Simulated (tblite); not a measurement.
# C5H12BNS: the cost of one run

Computed with tblite 0.8.0 and PySCF 2.14.0, with density-fitted response routines of our own, on a single molecule in the gas phase. Atoms count from 0, in the outputs and in this text.

### 1 The molecule as given

20 atoms, charge 0, multiplicity 1; geometry from: force field or distance geometry start.

Bonds of the start (Å): C0–C1 1.35, C1–B2 1.57, B2–N3 1.55, N3–C4 1.48, C4–C5 1.53, C1–S6 1.80, S6–C7 1.83, C0–H8 1.09, C0–H9 1.07, B2–H10 1.18, N3–H11 1.04, C4–H12 1.11, C4–H13 1.11, C5–H14 1.11, C5–H15 1.10, C5–H16 1.12, C7–H17 1.10, C7–H18 1.11, C7–H19 1.11.

### 2 Optimising the geometry with GFN2-xTB

What the job is given:

```
{"job": {"kind": "relax", "xc": "GFN2-xTB", "basis": "xTB"}, "charge": 0, "multiplicity": 1}
C      2.212700    -1.951900    -1.044600
C      1.328300    -0.931500    -1.002000
B      0.049900    -1.038200    -0.098200
N     -0.942800     0.146700    -0.043600
C     -2.021000    -0.144300     0.925200
C     -2.944100     1.066800     1.034500
S      1.630900     0.547900    -1.973400
C      2.557100     1.393500    -0.641600
H      2.053200    -2.861600    -0.468700
H      3.087500    -1.879700    -1.660200
H     -0.142400    -2.009200     0.548200
H     -1.368500     0.226100    -0.986300
H     -2.625400    -1.018600     0.593700
H     -1.593600    -0.356100     1.923600
H     -3.742500     0.866500     1.780000
H     -3.412800     1.291400     0.068400
H     -2.359500     1.957000     1.377800
H      2.873300     2.380200    -1.008500
H      3.448000     0.800600    -0.363000
H      1.906500     1.525100     0.250400
```

The run is started by

```bash
> OMP_NUM_THREADS=1 python probes_run.py task.json out
```

The driver reads the jobs from task.json and runs them one after another.

Q: Estimate the wall time and peak memory of this first job on 1 thread of Intel Xeon at 2.50GHz, shared host.

About 3.5 s, with a peak of 0.18 GiB.
